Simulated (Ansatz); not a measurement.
# BBrH2N− (SMILES [NH-]BBr): functionals against CCSD(T) at one geometry

One table from this session's results is given with a row withheld; the runs are named, their logs left out.

The runs use Ansatz 0.2.0, Gaussian basis; single points in def2-TZVPPD.

Correlated methods freeze the cores. Filled d shells of the heavier atoms are correlated. B3LYP uses VWN-RPA correlation.

### Where the work starts

SMILES `[NH-]BBr`, 5 atoms, charge -1, spin multiplicity 1.

Atoms are counted from 1 here; the program's logs count them from 0.

Bond lengths: N1–B2 1.274 Å, N1–H4 1.101 Å, B2–Br3 1.941 Å, B2–H5 1.177 Å. Angles: B2–N1–H4 120.5°, N1–B2–Br3 123.0°, N1–B2–H5 123.4°, Br3–B2–H5 113.6°.

Geometry (Å):

```xyz
5
BBrH2N
N    -0.44260   -0.98910   -0.05360
B     0.33230   -0.02360    0.24650
Br   -0.04110    1.81930   -0.23410
H    -1.47120   -0.79460   -0.39520
H     1.35070   -0.16510    0.81860
```

The first run:

run/in.yaml reads:

```yaml
crystal:
  periodic: [false, false, false]
  atoms:
    - {symbol: N, position_ang: [-0.442600, -0.989100, -0.053600]}
    - {symbol: B, position_ang: [0.332300, -0.023600, 0.246500]}
    - {symbol: Br, position_ang: [-0.041100, 1.819300, -0.234100]}
    - {symbol: H, position_ang: [-1.471200, -0.794600, -0.395200]}
    - {symbol: H, position_ang: [1.350700, -0.165100, 0.818600]}
basis:
  gaussian: {orbitals: "def2-TZVPPD.json"}
total_charge: -1
correlation: {method: ccsd_t}
output: {forces: true}
```

The basis file named in the input lies beside it (Basis Set Exchange, JSON).

The command line of these runs was not kept.

Among the steps run: CCSD(T)/def2-TZVPPD; PBE0-D4/def2-TZVPPD; wB97M-V/def2-TZVPPD; r2SCAN-D4/def2-TZVPPD; PBE-D4/def2-TZVPPD; B3LYP-D4/def2-TZVPPD; B97M-V/def2-TZVPPD.

One table of the session follows, with a row left open; its other results are not shown here.

```
   method  RMS force component (eV/Å)  angle to CCSD(T) forces (°)
  CCSD(T)                       2.247                    reference
  PBE0-D4                       2.065                          5.3
  wB97M-V                       2.078                          5.4
r2SCAN-D4                       2.075                          4.6
   PBE-D4                       2.093                          3.0
 B3LYP-D4                       2.052                          6.3
   B97M-V                           ?                            ?
```

Estimate the missing values for B97M-V.

As computed: RMS force component (eV/Å): 2.038; angle to CCSD(T) forces (°): 5.8. In the column «RMS force component (eV/Å)» it is the lowest.
